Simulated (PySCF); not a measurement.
# GeH2Cl− (SMILES [Cl][GeH2-]): a chain of runs

Wanted: a geometry optimisation (HF/pc-0), then vibrational wavenumbers, then a single-point energy (DF-CCSD(T)/def2-mTZVPP), then quasiparticle energies (G0W0@r2SCAN50/6-311G) of GeH2Cl−. Input form: a Python script.

The results are computed with PySCF 2.14.0.

**1. The system as given**

GeH2Cl− has 4 atoms, charge -1, and is taken as a singlet. SMILES: `[Cl][GeH2-]`. All atoms were displaced at random from a relaxed shape. The run starts from this shape.

Bond lengths: Cl1–Ge2 2.304 Å, Ge2–H3 1.673 Å. Angles: Cl1–Ge2–H3 90.8°. A long bond or contact: Ge2–H4 1.829 Å.

**2. A geometry optimisation at HF/pc-0 (density fitting) (run 1)**

geometry.xyz

```xyz
4
ClGeH2
Cl    -1.530300     0.356212     0.949189
Ge     0.077921    -0.817755    -0.210927
H      0.187606     0.406189    -1.346234
H      1.450568     0.084097     0.593813
```

input.py

```python
from pyscf import gto
from pyscf import df
from pyscf.geomopt.geometric_solver import kernel as optimise

mol = gto.Mole()
mol.atom = 'geometry.xyz'
mol.charge = -1
mol.verbose = 3
mol.max_memory = 1860
mol.basis = 'pc-0'
mol.build()

calc0 = mol.RHF()
calc0 = calc0.density_fit(auxbasis=df.aug_etb(mol, beta=2.0))
converged, mol_eq = optimise(calc0, maxsteps=100, convergence_set='GAU_TIGHT')
print('converged:', converged)
print(mol_eq.tostring())

calc0.reset(mol_eq)
mol = mol_eq
calc0.kernel()
etot = calc0.e_tot
print(f'total energy: {etot:.8f} hartree')
```

The run is started by

```sh
OMP_NUM_THREADS=1 python input.py
```

Standard output:

```text
convergence_set           GAU_TIGHT
[... 24 lines left out ...]
> Will converge when all 5 criteria are reached:
[... 17 lines left out ...]
converged SCF energy = -2534.24488132666
[... 18 lines left out ...]
converged SCF energy = -2534.25393837988
[... 37 lines left out ...]
converged SCF energy = -2534.25589874304
[... 37 lines left out ...]
converged SCF energy = -2534.255904838
[... 37 lines left out ...]
converged SCF energy = -2534.25590488298
[... 29 lines left out ...]
Converged! =D
[... 1 line left out ...]
converged: True
Cl         -1.64406169        0.37614357        1.05910690
Ge          0.17207055       -0.77195848       -0.21422060
H           0.22379395        0.39187273       -1.45449731
H           1.43399219        0.03268518        0.59545202
converged SCF energy = -2534.25590488297
total energy: -2534.25590488 hartree
```

Run time: 3.3 s. Hardware: 1 thread of Arm Neoverse V2, shared host; peak memory 0.16 GiB.

The path in brief:

| step | energy from the first frame kept (eV) | largest force (eV/Å) |
| --- | --- | --- |
| 0 | 0.0000 | 2.2927 |
| 1 | -0.2465 | 0.9675 |
| 2 | -0.2980 | 0.1390 |
| 3 | -0.2998 | 0.0399 |
| 4 | -0.3000 | 0.0175 |
| 5 | -0.3000 | 0.0045 |
| 6 | -0.3000 | 0.0003 |
| 7 | -0.3000 | 0.0000 |
| 8 | -0.3000 | 0.0000 |

After the run. Bond lengths: Cl1–Ge2 2.498 Å, Ge2–H3 1.702 Å, Ge2–H4 1.702 Å. Angles: Cl1–Ge2–H3 94.5°, Cl1–Ge2–H4 94.5°, H3–Ge2–H4 90.0°.

**3. The harmonic vibrations at HF/pc-0 (density fitting) (run 2)**

start.xyz

```xyz
4
ClGeH2
Cl    -1.243397     0.760415     0.867282
Ge     0.572736    -0.387687    -0.406046
H      0.624458     0.776144    -1.646323
H      1.834656     0.416956     0.403626
```

calc.py

```python
import numpy
from pyscf import gto, symm
from pyscf import df
from pyscf.hessian import thermo

mol = gto.M(
    atom='start.xyz',
    basis='pc-0',
    charge=-1,
    max_memory=1860,
    verbose=3,
)

myscf = mol.RHF()
myscf = myscf.density_fit(auxbasis=df.aug_etb(mol, beta=2.0))
myscf.kernel()

etot = myscf.e_tot
print(f'total energy: {etot:.8f} hartree')
hess = myscf.Hessian().kernel()
modes = thermo.harmonic_analysis(mol, hess)
print('frequencies (1/cm)', numpy.round(modes['freq_wavenumber'], 1))
symm.geom.TOLERANCE = 1e-3  # for the symmetry number
th = thermo.thermo(myscf, modes['freq_au'], 500, 101325)
thermo.dump_thermo(mol, th)
```

The run is started by

```sh
OMP_NUM_THREADS=1 python calc.py
```

Standard output:

```text
converged SCF energy = -2534.25590488298
total energy: -2534.25590488 hartree
frequencies (1/cm) [ 282.   620.3  664.4  974.7 1573.2 1615.9]
temperature 500.0000 [K]
pressure 101325.00 [Pa]
Rotational constants [GHz] 88.45633 3.29819 3.29542
Symmetry number 1
Zero-point energy (ZPE) 0.01306 [Eh]   34276.766 [J/mol]
                           tot       elec      trans        rot        vib
Entropy [J/mol/K]       304.041      0.000    178.126    104.057     21.858
Cv [J/mol/K]             53.540      0.000     12.472     12.472     28.597
Cp [J/mol/K]             61.855      0.000     20.786     12.472     28.597
Internal energy [J/mol]                      6235.845   6235.845  40990.995
Internal energy [Eh]   -2534.23554  -2534.25590
Enthalpy [J/mol]                            10393.075   6235.845  40990.995
Enthalpy [Eh]          -2534.23396
Gibbs free energy [J/mol]                  -78670.080 -45792.458  30061.959
Gibbs free energy [Eh] -2534.29186
```

Run time: 4.2 s. Hardware: 1 thread of Arm Neoverse V2, shared host; peak memory 0.24 GiB.

**4. The energy at DF-CCSD(T)/def2-mTZVPP (density fitting) (run 3)**

geometry.xyz

```xyz
4
ClGeH2
Cl    -1.644062     0.376144     1.059107
Ge     0.172071    -0.771958    -0.214221
H      0.223794     0.391873    -1.454497
H      1.433992     0.032685     0.595452
```

calc.py

```python
from pyscf import gto, cc

molecule = gto.Mole()
molecule.atom = 'geometry.xyz'
molecule.basis = 'def2-mtzvpp'
molecule.verbose = 3
molecule.charge = -1
molecule.max_memory = 1860
molecule.build()

calc0 = molecule.RHF()
calc0 = calc0.density_fit()
calc0.kernel()

mycc = cc.CCSD(calc0, frozen=14).density_fit()
mycc.kernel()
e_t = mycc.ccsd_t()
e_final = mycc.e_tot + e_t
print('Final energy', e_final)
```

The run is started by

```sh
OMP_NUM_THREADS=1 python calc.py
```

Standard output:

```text
converged SCF energy = -2536.07833309476
E(RCCSD) = -2536.483107839742  E_corr = -0.4047747449808688
RCCSD(T) correction = -0.0122851238933803
Final energy -2536.495392963636
```

Wall time 9.9 s (1 thread of Arm Neoverse V2, shared host); peak memory 0.23 GiB.

**5. Quasiparticle energies at G0W0@r2SCAN50/6-311G (run 4)**

input.py

```python
from pyscf import gto, dft, gw

mol = gto.M(
    atom=[
    ('Cl', (-1.644062, 0.376144, 1.059107)),
    ('Ge', (0.172071, -0.771958, -0.214221)),
    ('H', (0.223794, 0.391873, -1.454497)),
    ('H', (1.433992, 0.032685, 0.595452)),
],
    verbose=4,
    max_memory=1860,
    charge=-1,
    basis='6-311g',
)

mf = dft.RKS(mol, xc='r2scan50')
mf.kernel()

energy = mf.e_tot
print('Final energy', energy)

nocc = mol.nelec[0]
orbs = list(range(max(0, nocc - 4), min(mol.nao, nocc + 4)))
mygw = gw.GW(mf, freq_int='ac')
mygw.orbs = orbs
mygw.kernel()
print('orbital   mean field (eV)   quasiparticle (eV)')
for p in orbs:
    print('%4d %12.4f %12.4f' % (p + 1, mf.mo_energy[p] * 27.211386, mygw.mo_energy[p] * 27.211386))
```

The run is started by

```sh
OMP_NUM_THREADS=1 python input.py
```

Standard output:

```text
PySCF version 2.14.0

[... 69 lines left out ...]
converged SCF energy = -2538.32586063207
Final energy -2538.32586063207
[... 5 lines left out ...]
off-diagonal self-energy = False
[... 2 lines left out ...]
outcore for self-energy= False
[... 3 lines left out ...]
imaginary frequency cutoff = 5.0
[... 6 lines left out ...]
Starting get_sigma_diag main loop with 100 frequency points.
   0    1    2    3    4    5    6    7    8    9   10   11
  12   13   14   15   16   17   18   19   20   21   22   23
  24   25   26   27   28   29   30   31   32   33   34   35
  36   37   38   39   40   41   42   43   44   45   46   47
  48   49   50   51   52   53   54   55   56   57   58   59
  60   61   62   63   64   65   66   67   68   69   70   71
  72   73   74   75   76   77   78   79   80   81   82   83
  84   85   86   87   88   89   90   91   92   93   94   95
  96   97   98   99
Finished get_sigma_diag main loop.

WARN: GW QP energies may not be sorted from min to max

orbital   mean field (eV)   quasiparticle (eV)
  23      -5.2766      -5.6158
  24      -4.7461      -4.9016
  25      -4.1442      -4.4577
[... 4 lines of this table left out ...]
  30       9.2040      10.5699
```

Run time: 7.2 s. Hardware: 1 thread of Arm Neoverse V2, shared host; peak memory 0.34 GiB.

**6. Results**

```
                                                                            quantity             value
                                             run 1, HF/pc-0: total energy at the end    -2534.25590 Eh
                                                         run 1, HF/pc-0: HOMO energy          -2.84 eV
                                                         run 1, HF/pc-0: LUMO energy           9.01 eV
               run 1, HF/pc-0: HOMO–LUMO gap (to an unbound level, set by the basis)          11.86 eV
                                          run 2, HF/pc-0: lowest harmonic wavenumber          282 cm⁻¹
                                         run 2, HF/pc-0: highest harmonic wavenumber         1616 cm⁻¹
                                                   run 2, HF/pc-0: zero-point energy       34.3 kJ/mol
              run 2, HF/pc-0: ideal-gas entropy at 500 K (symmetry number 1 as used)  72.7 cal/(mol K)
                                         run 3, DF-CCSD(T)/def2-mTZVPP: total energy    -2536.49539 Eh
                  run 3, DF-CCSD(T)/def2-mTZVPP: HOMO energy (Hartree–Fock orbitals)          -3.17 eV
                  run 3, DF-CCSD(T)/def2-mTZVPP: LUMO energy (Hartree–Fock orbitals)           7.49 eV
run 3, DF-CCSD(T)/def2-mTZVPP: HOMO–LUMO gap (to an unbound level, set by the basis)          10.66 eV
         run 3, DF-CCSD(T)/def2-mTZVPP: correlation energy (14 core orbitals frozen)        -417.1 mEh
                                       run 3, DF-CCSD(T)/def2-mTZVPP: (T) correction        -12.29 mEh
                                        run 3, DF-CCSD(T)/def2-mTZVPP: T1 diagnostic             0.011
                      run 4, G0W0@r2SCAN50/6-311G: ground-state or mean-field energy    -2538.32586 Eh
              run 4, G0W0@r2SCAN50/6-311G: HOMO energy (r2SCAN50 Kohn–Sham orbitals)          -2.34 eV
              run 4, G0W0@r2SCAN50/6-311G: LUMO energy (r2SCAN50 Kohn–Sham orbitals)           4.52 eV
  run 4, G0W0@r2SCAN50/6-311G: HOMO–LUMO gap (to an unbound level, set by the basis)           6.86 eV
                                     run 4, G0W0@r2SCAN50/6-311G: quasiparticle HOMO          -2.73 eV
                                     run 4, G0W0@r2SCAN50/6-311G: quasiparticle LUMO           6.38 eV
```

In words: The optimisation (run 1, HF/pc-0) took 8 steps and changed the energy by -0.300 eV. Mulliken charges (run 1, HF/pc-0) run from -0.67 on Cl1 to +0.30 on Ge2. All 6 modes (run 2, HF/pc-0) are real, so the shape is a minimum at this level. Mulliken charges (run 2, HF/pc-0) run from -0.67 on Cl1 to +0.30 on Ge2; they depend strongly on the basis. Mulliken charges (run 3, DF-CCSD(T)/def2-mTZVPP) of the mean-field density run from -0.73 on Cl1 to +0.16 on Ge2; they depend strongly on the basis. The triples (run 3, DF-CCSD(T)/def2-mTZVPP) make up 2.9 % of the correlation energy.
